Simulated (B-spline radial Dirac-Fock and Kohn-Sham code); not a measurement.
# Inner shells of Au⁶³⁺

Aim: for gold as Au⁶³⁺, compute its X-ray form factor and Compton profile and the binding energy of each subshell.

Method: a free atom or ion on a radial basis; each step names its model; computed with B-spline radial Dirac-Fock and Kohn-Sham code, version 2.

### Step 1. What is computed

The Au⁶³⁺ ion, [Ne] 3s2 3p4.

```yaml
nuclear_charge: 79
electrons: 16
mass_number: 197
nuclear_rms_radius: 5.4371 fm
```

### Step 2. X-ray scattering functions

Model: Dirac-Fock average of configuration, finite nucleus; form factor of the spherical density, Waller-Hartree incoherent function, impulse-approximation Compton profiles.

The run's settings:

```ini
task = scatter
Z = 79
charge = 63
configuration = 1s2 2s2 2p6 3s2 3p4
mass_number = 197
rms_radius = 5.4371  # fm
s = [0.0, 0.05, 0.1, 0.15, 0.2, 0.25, 0.3, 0.35, 0.4, 0.45, 0.5, 0.6, 0.7, 0.8, 0.9, 1.0, 1.1, 1.2, 1.4, 1.6, 1.8, 2.0, 2.5, 3.0, 3.5, 4.0, 5.0, 6.0]  # 1/A
pz = [0, 0.1, 0.2, 0.3, 0.4, 0.5, 0.6, 0.8, 1.0, 1.2, 1.4, 1.6, 1.8, 2.0, 2.5, 3.0, 4.0, 5.0, 7.0, 10.0, 15.0, 20.0, 30.0, 40.0, 60.0, 100.0]  # a.u.
photon_energy = [1000, 2000, 8047.8, 17479.3, 50000, 100000, 200000, 500000]  # eV
```

### Step 3. Binding energies

Model: Dirac-Fock average of configuration, Delta-SCF, finite nucleus, first-order Breit with its frequency dependence, self-energy and vacuum polarisation.

The run's settings:

```ini
task = binding
```

What does the calculation give? Wanted: rms radius of the electron cloud; form factor halves at; Compton profile at zero; deepest level listed, K; least bound, M2,3.

The runs gave:

| quantity | value |
| --- | --- |
| rms radius of the electron cloud | 0.122 bohr |
| form factor halves at | 3.1 1/Å |
| Compton profile at zero | 0.4763 1/a.u. |
| deepest level listed, K (1s) | 85939.4 eV |
| least bound, M2,3 (3p) | 7157.8 eV |
| ionisation energy, NIST (theoretical) | 6997.00 eV |

In words: f falls from 16 to half of that at s = 3.1 1/Å. Incoherent scattering outweighs coherent from 500 keV on, among the energies asked. For K (1s), relaxation takes off 33.4 eV, Breit terms shift it by -284.54 and QED by -150.52 eV. NIST's ionisation energy differs by -160.80 eV from the least binding energy; the calculation averages open shells over their j components and terms. The Hartree-Fock and Dirac-Fock values hold no electron correlation.
